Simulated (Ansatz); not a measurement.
# GeHMe2Br (C₂H₇BrGe): geometry, orbitals and charge

What does GeHMe2Br (C₂H₇BrGe) look like as a singlet, and where do its frontier electrons sit?

Program: Ansatz 0.2.0, Gaussian basis. Level of theory: RKS PBE0-D4/def2-TZVP. These are calculated values, not measurements.

Levels to be run: relaxation at B3LYP-D4/def2-SVP; a search for the lowest solution at PBE0-D4/def2-SVP; a single point at PBE0-D4/def2-TZVP; harmonic vibrations at B3LYP-D4/def2-SVP.

## (1) Starting geometry

11 atoms, charge 0, spin multiplicity 1.

Atoms are counted from 1 here; the program's logs count them from 0.

Bond lengths: Ge1–H2 1.524 Å, Ge1–C3 1.979 Å, Ge1–C7 1.979 Å, Ge1–Br11 2.299 Å, C3–H4 1.087 Å, C3–H5 1.086 Å, C3–H6 1.089 Å, C7–H8 1.088 Å, C7–H9 1.088 Å, C7–H10 1.086 Å. Angles: H2–Ge1–C3 112.0°, H2–Ge1–C7 112.2°, H2–Ge1–Br11 103.7°, C3–Ge1–C7 114.6°, C3–Ge1–Br11 106.7°, C7–Ge1–Br11 106.7°, Ge1–C3–H4 111.0°, Ge1–C3–H5 110.5°, Ge1–C3–H6 110.1°, H4–C3–H5 108.5°, H4–C3–H6 108.2°, H5–C3–H6 108.5°, Ge1–C7–H8 111.0°, Ge1–C7–H9 110.1°, Ge1–C7–H10 110.5°, H8–C7–H9 108.2°, H8–C7–H10 108.5°, H9–C7–H10 108.5°.

The start is a GFN2-xTB geometry.

## (2) Optimising with B3LYP-D4/def2-SVP

The input, in.yaml:

```yaml
crystal:
  periodic: [false, false, false]
  atoms:
    - {symbol: Ge, position_ang: [-0.245900, -0.417790, 0.488660]}
    - {symbol: H, position_ang: [-0.318270, -0.544170, 2.005930]}
    - {symbol: C, position_ang: [1.613520, -0.541140, -0.178110]}
    - {symbol: H, position_ang: [2.071850, -1.482440, 0.115320]}
    - {symbol: H, position_ang: [2.214160, 0.271990, 0.217990]}
    - {symbol: H, position_ang: [1.625380, -0.480770, -1.264870]}
    - {symbol: C, position_ang: [-1.258170, 1.145990, -0.179960]}
    - {symbol: H, position_ang: [-2.287670, 1.122830, 0.170150]}
    - {symbol: H, position_ang: [-1.269350, 1.146000, -1.268350]}
    - {symbol: H, position_ang: [-0.799980, 2.069780, 0.159250]}
    - {symbol: Br, position_ang: [-1.345580, -2.290290, -0.266010]}
basis:
  gaussian: {orbitals: def2-SVP}
hamiltonian: {xc: {name: B3LYP}, dispersion: d4}
scf: {lower_state_search: "off"}
output: {orbitals: {seedname: orbitals}}
relax: {f_tol: 0.02, max_steps: 100}
```

Started as:

```
$ ansatz run in.yaml --threads 4 --pin off --events-out ev --progress --plain --max-ram 3916MiB
```

The runs that follow: Searching for the lowest solution, PBE0-D4/def2-SVP; Single point, PBE0-D4/def2-TZVP; Harmonic vibrations.

**Question.** What will the summary of the whole plan be? Wanted: point group; commonest bond, hydrogen aside; HOMO, LUMO at PBE0-D4/def2-TZVP; dipole at B3LYP-D4/def2-SVP; lowest, highest wavenumber.

**Answer**, as computed:

| quantity | value |
| --- | --- |
| point group | Cs |
| commonest bond, hydrogen aside | C–Ge, 2 of mean length 1.958 Å |
| HOMO, LUMO at PBE0-D4/def2-TZVP | -7.87, -0.02 eV |
| dipole at B3LYP-D4/def2-SVP | 2.69 D |
| lowest, highest wavenumber | 128, 3154 cm⁻¹ |

In words: The molecule keeps its bonding pattern by the stored test; the atoms moved 0.05 Å (rms). All wavenumbers are real: a minimum at this level. The point group is read from a loosely relaxed geometry; soft torsions can leave it below the true symmetry.
